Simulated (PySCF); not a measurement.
# C₃BN₃: NMR shifts and spin-spin couplings

Aim: predict the NMR shifts and spin-spin couplings of C₃BN₃ (`N#CB(C#N)C#N`).

Computed with PySCF 2.14.0, with density-fitted response routines of our own, on a single molecule in the gas phase. Atoms count from 0, in the outputs and in this text.

## 1. The starting structure

7 atoms, charge 0, multiplicity 1; geometry from: GFN2-xTB.

Bonds of the start (Å): N0–C1 1.15, C1–B2 1.52, B2–C3 1.52, C3–N4 1.15, B2–C5 1.52, C5–N6 1.15.

## 2. Nuclear shieldings: PBE0/pcSseg-1

Job settings and geometry (Å):

```
{"job": {"kind": "nmr", "xc": "PBE0", "basis": "pcSseg-1"}, "charge": 0, "multiplicity": 1}
N     -0.210398     2.655527    -0.072311
C     -0.120120     1.512142    -0.044301
B     -0.000161     0.000414    -0.005417
C      1.369846    -0.650325     0.011510
N      2.406651    -1.141193     0.026212
C     -1.248905    -0.860448     0.019269
N     -2.193580    -1.511213     0.037959
```

Method: GIAO PBE0/pcSseg-1 NMR shielding, non-relativistic, gas phase.

Output:

```text
coarse grid: 7536 points
cycle   1  E = -302.8641152556  dE =  1.000e+00  |g| = 5.369e-01  |ddm| = 2.683e+00
cycle   2  E = -302.4146668831  dE =  4.494e-01  |g| = 1.504e+00  |ddm| = 1.133e+00
cycle   3  E = -302.9411549588  dE = -5.265e-01  |g| = 6.039e-02  |ddm| = 7.575e-01
cycle   4  E = -302.9419444881  dE = -7.895e-04  |g| = 3.037e-02  |ddm| = 5.786e-02
cycle   5  E = -302.9421500796  dE = -2.056e-04  |g| = 1.174e-03  |ddm| = 2.021e-02
cycle   6  E = -302.9421504066  dE = -3.271e-07  |g| = 7.769e-04  |ddm| = 1.490e-03
final grid: 77808 points
cycle   7  E = -302.9788455321  dE = -1.665e-05  |g| = 4.153e-03  |ddm| = 1.982e-02
cycle   8  E = -302.9788375954  dE =  7.937e-06  |g| = 7.358e-03  |ddm| = 6.686e-03
cycle   9  E = -302.9788484518  dE = -1.086e-05  |g| = 2.020e-03  |ddm| = 4.432e-03
cycle  10  E = -302.9788493376  dE = -8.858e-07  |g| = 4.962e-04  |ddm| = 1.216e-03
cycle  11  E = -302.9788493839  dE = -4.635e-08  |g| = 1.637e-04  |ddm| = 3.130e-04
cycle  12  E = -302.9788493899  dE = -5.928e-09  |g| = 2.530e-05  |ddm| = 1.037e-04
cycle  13  E = -302.9788493901  dE = -1.870e-10  |g| = 4.903e-06  |ddm| = 2.129e-05
converged SCF energy = -302.9788493901

GIAO shielding tensors (ppm)
atom      isotropic    diamagn.    paramagn.     s11        s22        s33       span
  0 N     -137.853     334.511    -472.364   -340.323   -259.039    185.801    526.124
  1 C       58.121     260.205    -202.085    -64.161    -46.882    285.405    349.566
  2 B       80.276     190.267    -109.991     53.055     53.116    134.657     81.601
  3 C       58.119     260.206    -202.087    -64.170    -46.886    285.412    349.582
  4 N     -137.866     334.515    -472.381   -340.338   -258.942    185.681    526.020
  5 C       58.131     260.203    -202.073    -64.144    -46.873    285.408    349.552
  6 N     -137.877     334.511    -472.387   -340.396   -259.067    185.833    526.229
```

Run time: 8.1 s. Hardware: 1 thread, shared host.

Shifts follow as δ = σ(reference) − σ, with reference shieldings (ppm) from runs at the same level and on the same kind of geometry: ¹³C TMS 186.9, ¹⁵N NH3 267.7, ¹¹B BF3·OEt2 100.1. The references are single molecules in the gas phase, so shifts against H2O, NH3, PH3, H3PO4 or CFCl3 are not on the usual liquid scales and can be off by tens of ppm. Atoms listed in one row are averaged.

```tsv
atoms	environment	σ (ppm)	δ (ppm)	δ scaled to CDCl3
C1, C3, C5	nitrile carbon	58.1	128.8	123.8
N0, N4, N6	nitrile nitrogen	-137.9	405.6	–
B2	boron bonded to 3 C	80.3	19.8	–
```

The scaled column applies a straight-line fit of computed shieldings to shifts measured in CDCl3 (root-mean-square error 0.16 ppm for H, 1.9 ppm for C).

The run also stored atomic charges by several schemes (e):

```tsv
atoms	Mulliken	IAO	Hirshfeld	ESP fit
N0, N4, N6	-0.16	-0.11	-0.12	-0.30
C1, C3, C5	-0.07	0.05	0.03	0.19
B2	0.68	0.20	0.28	0.33
```

Mayer bond orders: N0–C1 2.83, C1–B2 0.96, B2–C3 0.96, C3–N4 2.83, B2–C5 0.96, C5–N6 2.83.

## 3. Spin-spin couplings: B3LYP/pcJ-1

The job, as its differences from that of step 2:

```diff
@@ -1,2 +1,2 @@
-{"job": {"kind": "nmr", "xc": "PBE0", "basis": "pcSseg-1"}, "charge": 0, "multiplicity": 1}
+{"job": {"kind": "j", "xc": "B3LYP", "basis": "pcJ-1"}, "charge": 0, "multiplicity": 1}
 N     -0.210398     2.655527    -0.072311
```

Level: B3LYP/pcJ-1 indirect spin-spin coupling, non-relativistic, gas phase.

Output:

```text
coarse grid: 7536 points
cycle   1  E = -303.2524896397  dE =  9.509e-01  |g| = 5.746e-01  |ddm| = 2.769e+00
cycle   2  E = -302.6816432704  dE =  5.708e-01  |g| = 1.678e+00  |ddm| = 1.261e+00
cycle   3  E = -303.3363640641  dE = -6.547e-01  |g| = 7.196e-02  |ddm| = 8.659e-01
cycle   4  E = -303.3372788114  dE = -9.147e-04  |g| = 4.041e-02  |ddm| = 7.137e-02
cycle   5  E = -303.3376359670  dE = -3.572e-04  |g| = 2.297e-03  |ddm| = 2.667e-02
cycle   6  E = -303.3376368860  dE = -9.190e-07  |g| = 1.329e-03  |ddm| = 2.599e-03
final grid: 77808 points
cycle   7  E = -303.3901580791  dE = -7.585e-05  |g| = 5.059e-03  |ddm| = 1.299e-02
cycle   8  E = -303.3901386632  dE =  1.942e-05  |g| = 1.056e-02  |ddm| = 8.256e-03
cycle   9  E = -303.3901623760  dE = -2.371e-05  |g| = 1.922e-03  |ddm| = 6.004e-03
cycle  10  E = -303.3901629917  dE = -6.157e-07  |g| = 8.821e-04  |ddm| = 1.292e-03
cycle  11  E = -303.3901630777  dE = -8.595e-08  |g| = 5.887e-04  |ddm| = 6.684e-04
cycle  12  E = -303.3901631547  dE = -7.701e-08  |g| = 1.470e-05  |ddm| = 3.024e-04
cycle  13  E = -303.3901631547  dE = -3.388e-11  |g| = 6.529e-06  |ddm| = 1.366e-05
converged SCF energy = -303.3901631547

Indirect spin-spin couplings (Hz)
  i      j    bonds     total        FC       PSO       DSO        SD
  0 N    1 C    1    -19.006   -13.983     1.393     0.016    -6.432
  0 N    2 B    2     -2.728    -0.633    -1.403     0.079    -0.771
  0 N    3 C    3     -0.305    -0.553     0.091     0.021     0.136
  0 N    4 N    4      0.998     0.025     0.572    -0.012     0.413
  0 N    5 C    3     -0.305    -0.553     0.090     0.021     0.136
  0 N    6 N    4      0.995     0.025     0.571    -0.012     0.411
  1 C    2 B    1    108.674   110.012    -1.882     0.286     0.258
  1 C    3 C    2      3.337     3.252     0.037     0.064    -0.016
  1 C    4 N    3     -0.305    -0.553     0.091     0.021     0.136
  1 C    5 C    2      3.350     3.264     0.037     0.064    -0.015
  1 C    6 N    3     -0.305    -0.552     0.090     0.021     0.136
  2 B    3 C    1    108.589   109.928    -1.883     0.286     0.258
  2 B    4 N    2     -2.730    -0.635    -1.403     0.079    -0.771
  2 B    5 C    1    108.697   110.035    -1.882     0.286     0.258
  2 B    6 N    2     -2.729    -0.634    -1.403     0.079    -0.771
  3 C    4 N    1    -19.019   -14.000     1.396     0.016    -6.430
  3 C    5 C    2      3.350     3.264     0.037     0.064    -0.015
  3 C    6 N    3     -0.306    -0.554     0.090     0.021     0.136
  4 N    5 C    3     -0.306    -0.554     0.090     0.022     0.136
  4 N    6 N    4      0.996     0.025     0.571    -0.012     0.412
  5 C    6 N    1    -19.008   -13.986     1.394     0.016    -6.432
```

It took 19 s on 1 thread, shared host.

A choice of the couplings up to four bonds, sorted by the number of bonds, with means over like pairs; isotopes 11B, 13C, 15N:

```tsv
pair	bonds	J (Hz)	Fermi contact (Hz)
C1–B2	1	108.7	110.0
N0–C1	1	-19.0	-14.0
C1–C3	2	3.3	3.3
N0–B2	2	-2.7	-0.6
```

Quadrupole couplings from the field gradients of the same density:

```tsv
atom	isotope	eQq/h (MHz)	η
N6	14N	-5.852	0.41
N4	14N	-5.851	0.41
N0	14N	-5.851	0.41
B2	11B	4.255	0.00
```

## 4. Results

```
                                                               quantity                    value
¹³C shifts against TMS (PBE0/pcSseg-1, means over atoms taken as alike)                128.8 ppm
¹⁵N shifts against NH3 (PBE0/pcSseg-1, means over atoms taken as alike)                405.6 ppm
                            ¹¹B shifts against BF3·OEt2 (PBE0/pcSseg-1)                 19.8 ppm
                            largest coupling of the table (B3LYP/pcJ-1)  ¹J(C,B) C1–B2, 108.7 Hz
```

In words: At PBE0/pcSseg-1: Shielding is most anisotropic at N0, N4, N6 (span 526 ppm, paramagnetic term -472 ppm). In the run at B3LYP/pcJ-1, the largest coupling of the table is C1–B2 (mean over like pairs), 108.7 Hz, of which the Fermi-contact term gives 110.0 Hz.
